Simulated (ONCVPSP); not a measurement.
**An ONCV potential for Ag, from input to tests**

Do these settings give a usable potential? It is generated, then checked for transferability, scattering, ghosts and hardness.

Method: ONCVPSP 4.0.1, PBE, scalar-relativistic.

**1. The atom and the settings**

The settings as typed:

| Quantity | Value |
| --- | --- |
| element | silver (Ag, Z = 47) |
| type | optimised norm-conserving Vanderbilt (ONCV) |
| frozen core | [Kr] |
| valence charge | 11 |
| reference configuration | 4d10 5s0.75 5p0.25 |
| partial waves | 5s: rc 1.90 bohr, ncon 3, nbas 7, qcut 4.1 1/bohr, 1 projector; 5p: rc 2.60 bohr, ncon 4, nbas 8, qcut 2.6 1/bohr, 2 projectors, debl 0.7 Ha; 4d: rc 1.15 bohr, ncon 4, nbas 9, qcut 8.4 1/bohr, 1 projector; f scattering state at 0.12 Ha: rc 2.75 bohr, ncon 4, nbas 8, qcut 4.1 1/bohr, 2 projectors, debl 0.5 Ha |
| local potential | polynomial inside 0.95 bohr (lpopt 4, dvloc0 -1 Ha) |
| core correction | not asked for |

The nodes and maxima of the atom's own shells, from an earlier all-electron run, set the scale for the radii.

All-electron outer shells of the reference configuration (PBE, scalar-relativistic, ld1.x):

```tsv
shell	level (eV)	outermost node (bohr)	outermost maximum (bohr)
4s	-95.62	0.44	0.82
4p	-59.14	0.44	0.87
4d	-8.00	0.43	1.04
5s	-4.80	1.11	2.49
5p	-1.04	1.25	3.76
```

**2. Generating the potential**

Contents of Ag.dat:

```
# ATOM AND REFERENCE CONFIGURATION
# atsym  z   nc   nv     iexc    psfile
  Ag 47.00    8    3        4      upf
#
#   n    l    f
    1    0    2.00
    2    0    2.00
    2    1    6.00
    3    0    2.00
    3    1    6.00
    3    2   10.00
    4    0    2.00
    4    1    6.00
    4    2   10.00
    5    0    0.75
    5    1    0.25
#
# PSEUDOPOTENTIAL AND OPTIMIZATION
# lmax
    3
#
#   l,   rc,      ep,       ncon, nbas, qcut
    0    1.90    0.00    3    7    4.10
    1    2.60    0.00    4    8    2.60
    2    1.15    0.00    4    9    8.40
    3    2.75    0.12    4    8    4.10
#
# LOCAL POTENTIAL
# lloc, lpopt,  rc(5),   dvloc0
    4    4    0.95   -1.00
#
# VANDERBILT-KLEINMAN-BYLANDER PROJECTORs
# l, nproj, debl
    0    1    3.00
    1    2    0.70
    2    1    3.70
    3    2    0.50
#
# MODEL CORE CHARGE
# icmod, fcfact, rcfact
    0    0.00    0.00
#
# LOG DERIVATIVE ANALYSIS
# epsh1, epsh2, depsh
   -2.00    5.00    0.02
#
# OUTPUT GRID
# rlmax, drl
    6.00    0.01
#
# TEST CONFIGURATIONS
# ncnf
    4
# nvcnf
#   n    l    f
    3
    4    2   10.00
    5    0    1.00
    5    1    0.00
#
    3
    4    2   10.00
    5    0    0.00
    5    1    0.00
#
    3
    4    2    9.00
    5    0    0.00
    5    1    0.00
#
    3
    4    2    8.00
    5    0    0.00
    5    1    0.00
#
```

Started as:

```
oncvpsp.x < Ag.dat > Ag.out
```

**Question.** What will these runs give? Wanted: cutoffs for 1 and 0.1 mHa per electron, occupied waves; bound ghosts; GHOST(+) flags; largest test error; largest phase difference near zero energy, channels read.

**Answer**, as computed:

| quantity | value |
| --- | --- |
| cutoffs for 1 and 0.1 mHa per electron, occupied waves | 33 Ha and 63 Ha |
| bound ghosts | s at -232.00 eV, p at -43.97 eV |
| GHOST(+) flags | f at 39 eV |
| largest test error (AE − PS) | +2.0 meV, for 4d10 5s0 5p0 (2 tests unsolved) |
| largest phase difference near zero energy, channels read | 0.050 rad |

**Reading.** A bound ghost (s, p) makes it unfit for use: electrons can fall into a state that the atom doesn't have. By total energies transferability is very good where solved: the largest error is 2.0 meV on 6.8 eV, for 4d10 5s0 5p0. Atomic tests can pass in spite of a ghost, since they solve only for the levels asked. Of the tests 2 gave no usable energy difference, which is a warning in itself. It counts as of middling hardness, with 33 Ha needed at the looser tolerance. At the looser tolerance the 4d wave is the slowest; 5s needs 4 Ha. Near zero energy the largest phase difference among the channels read is 0.05 rad, in the s channel. The pseudo curves have a pole with no partner nearby in the atom's: p at -1.60 Ha. The program also flags highly localised states, GHOST(+) (f).
